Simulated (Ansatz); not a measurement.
The system is MnPt2.

```
CELL_PARAMETERS angstrom
2.85840 0.00000 0.00000
-1.42920 2.47545 0.00000
0.00000 0.00000 6.53250
ATOMIC_POSITIONS crystal
Pt 0.66851 0.34989 0.31522
Pt 0.34493 0.66798 0.68071
Mn 0.96916 0.97238 0.99415
```

The cell comes from a database or a generator and needn't be the stable form of this composition.

The cell isn't the ideal one: atoms moved at random, drawn with an rms of 0.05 Å.

A run of Ansatz 0.2.0 on this cell left the log below. Logs are shortened: lines on timing, memory, paths and dates and some standing lists are left out, and cuts for length are marked.

```text
Warning: RAYON_NUM_THREADS=2 ignored (pool sized by the plan → 2); use --threads N
Engine: ansatz 0.2.0, aarch64-unknown-linux-gnu
Pseudopotentials: kind: paw
Pseudopotential: Pt, paw, valence charge 18, recommended cutoff 420 eV (normal), Pt.paw.azcp
Pseudopotential: Mn, paw, valence charge 15, recommended cutoff 420 eV (normal), Mn.paw.azcp
Functional definition: PBEsol
  exchange = pbesol_x
  correlation = pbesol_c
Crystal: 3 atoms, lattice volume = 46.223 Å³
Basis set: ecut = 420 eV, 897 PW (Γ), exchange–correlation on 40×40×90 points (8 copies of the dense FFT grid, shifted against one another)
Bands: 33, of which v1, the nominal top of the filled ones, is band 26 counted from 1 (25 counted from 0)
Symmetry: 1 space group operations
Space group: P1 (ITA 1), of the structure as read, at distance tolerance 3.6e-5 Å
Magnetic group: BNS 1.1 (UNI 1), of the structure as read, at distance tolerance 3.6e-5 Å
k-points: 243 of 484 (time reversal used)
Non-local potential: Pt, projectors of the file, l = 0: 3, l = 1: 2, l = 2: 2, l = 3: 1
Non-local potential: Mn, projectors of the file, l = 0: 3, l = 1: 2, l = 2: 3, l = 3: 1
PAW form: soft (Blöchl's): semilocal exchange-correlation on the pseudo side does not see the compensation charge
PAW frozen core: Pt, regenerated for the run's functional, and the local potential with it (the file was generated under x = pbe(κ = 0.804, μ = 0.2195149727645171), c = pbe(β = 0.06672455060314922))
PAW frozen core: Mn, regenerated for the run's functional, and the local potential with it (the file was generated under x = pbe(κ = 0.804, μ = 0.2195149727645171), c = pbe(β = 0.06672455060314922))
PAW one-centre angular grid: Pt, 590 points (default); XC on 64 Gauss nodes
PAW one-centre angular grid: Mn, 590 points (default); XC on 64 Gauss nodes
Initial density: superposition of atomic densities (chi_scale 0.1, normalization cell, long waves kept (reshape's long-wave potential 0.20 eV rms))
Starting moments: Σ|m| = 4 μB on 1 of 3 sites
Initial wavefunctions: pseudopotential atomic-orbital guess
[... 24 lines left out ...]
Spin contamination: 0.0911 ħ² per cell (⟨S²⟩ above its minimum at these occupations)
Per-site moments (μB) at R_I (Å): [(0.30124773985356884, 1.0736427298115419), (0.3071387601699329, 1.058201663850631), (3.6835932911068148, 1.058201663850631)]
Free energy (F): -28636.685541 eV
Harris-Foulkes:  -28636.685541 eV  (|F-HF|=3.99e-8)
Internal energy: -28636.664875 eV  (E = F + TS)
E sigma→0 (E₀):  -28636.675208 eV
Entropy (-TS):   -0.020665 eV (-6.888 meV/atom)
Fermi energy:    19.574955 eV
--- Per-component energies (eV) ---
  E_band       = -554.885529
  E_kinetic    = 1574.806092
  E_local      = -4989.693236  (includes V_loc(G=0)·N_el)
  E_nonlocal   = 654.678287
  E_hartree    = 1918.354469
  E_xc         = -631.421173
  E_vxc        = -747.056446  (∫ρ·V_xc dr)
  E_paw        = -19906.209205  (= ΣΔE_a)
  E_vpaw       = -884.327877  (= ΣTr[D̂ρ^β])
  E_aug_tail   = 0.000378  (compensation charges beyond the density's cutoff)
  E_ewald      = -7257.924100
  E_core_change = 0.743613  (= ΣΔE_core)
  E_smearing   = -0.020665  (= −TS)
  E_closure    = 0.000000  (closes the sum)
  Σ components = -28636.685541   (vs F -28636.685541, Δ=0.00e0)
--- Forces (eV/Å), atoms counted from 1 ---
  atom   1  Pt    -0.00605045    -0.15561445    -0.17754023
  atom   2  Pt    -0.14583716    -0.08325350    -0.11648724
  atom   3  Mn     0.15188870     0.23887030     0.29399372
  max |Σ_I F_I| component: 3.37e-5 eV/Å
--- Stress (GPa, compression-positive) ---
      -10.080766       0.203303       0.331969
        0.203303     -10.054305      -0.030793
        0.331969      -0.030793      -6.807696
  P = ⅓ Tr σ = -8.9809 GPa (-89.809 kbar)
--- Band table (eV; the first three rows and the last of 486) ---
  k-point 0 ↑: bands = ["-78.8673", "-78.8286", "-61.1482", "-33.1389", "-32.9921", "-32.9354", "-32.9214", "-32.8934", "-32.8817", "-29.9736", "-29.9657", "-29.9601", "10.1828", "12.5296", "13.7000", "15.9382", "15.9622", "16.1851", "16.2056", "16.3763", "16.5916", "16.5959", "16.9388", "17.3911", "17.9472", "18.0010", "18.4878", "18.5726", "18.7262", "18.8466", "29.6604", "30.5655", "34.4340"]
  k-point 1 ↑: bands = ["-78.8673", "-78.8286", "-61.1482", "-33.1429", "-32.9877", "-32.9355", "-32.9215", "-32.8933", "-32.8817", "-29.9739", "-29.9657", "-29.9601", "10.4445", "12.1528", "13.5416", "15.7490", "15.9728", "15.9833", "16.1867", "16.2143", "16.6812", "16.7227", "17.0780", "17.7879", "17.8844", "18.0890", "18.1820", "18.6123", "19.2032", "19.2265", "27.1530", "32.9911", "34.0399"]
  k-point 2 ↑: bands = ["-78.8672", "-78.8286", "-61.1482", "-33.1467", "-32.9836", "-32.9356", "-32.9216", "-32.8932", "-32.8816", "-29.9742", "-29.9657", "-29.9601", "10.9835", "11.4620", "13.4301", "15.6162", "15.9428", "15.9734", "16.2548", "16.3247", "16.7132", "16.7489", "17.0512", "17.6208", "17.7356", "17.9194", "18.0432", "19.4295", "19.4395", "19.7343", "25.6204", "33.7943", "34.3680"]
  k-point 242 ↓: bands = ["-78.6691", "-78.6357", "-57.0920", "-32.9585", "-32.9186", "-32.8283", "-32.7857", "-32.7567", "-32.7455", "-26.1048", "-26.0479", "-26.0050", "13.7647", "13.9881", "14.4945", "14.9615", "16.0906", "16.5369", "16.7615", "17.5722", "17.9056", "18.4024", "19.6219", "19.8410", "20.3071", "21.0995", "21.7174", "22.4463", "22.6664", "24.4123", "25.6935", "28.3169", "29.6546"]
```

Question: What input gives this log?

Answer: Single point with PBEsol, collinear spin, ferromagnetic start. The files as run (others can give the same):

input.yaml
```yaml
crystal:
  lattice:
    - [2.8584044518, 0.0, 0.0]
    - [-1.4292022259, 2.4754508696, 0.0]
    - [0.0, 0.0, 6.532504]
  atoms:
    - { symbol: Pt, position: [0.668509, 0.349885, 0.315219] }
    - { symbol: Pt, position: [0.344933, 0.667978, 0.680705] }
    - { symbol: Mn, position: [-0.03084, -0.027615, -0.005846], spin: 4.0 }
hamiltonian:
  xc: pbesol
  pseudopotentials: { kind: paw }
magnetization:
  spin_polarized: true
kpoints:
  mp_grid: { grid: [11, 11, 4] }
scf:
  occupations: { method: fermi_dirac, width: 0.05 }
output:
  forces: true
  stress: true
  eigenvalues: true
  write_density: true
  write_potential: true
  elf: true
  volumetric_format: npy
```

Potentials or basis: Ansatz PAW.
Launch:
```bash
$ ansatz run input.yaml --threads 2 --pin off --max-ram 5632MiB --backend cpu --events-out ev --progress --plain --runs-dir out
```

Caveat: the PAW data sets come from PBE, with cores solved anew for the run's functional, which leaves a small shift of forces and pressure.
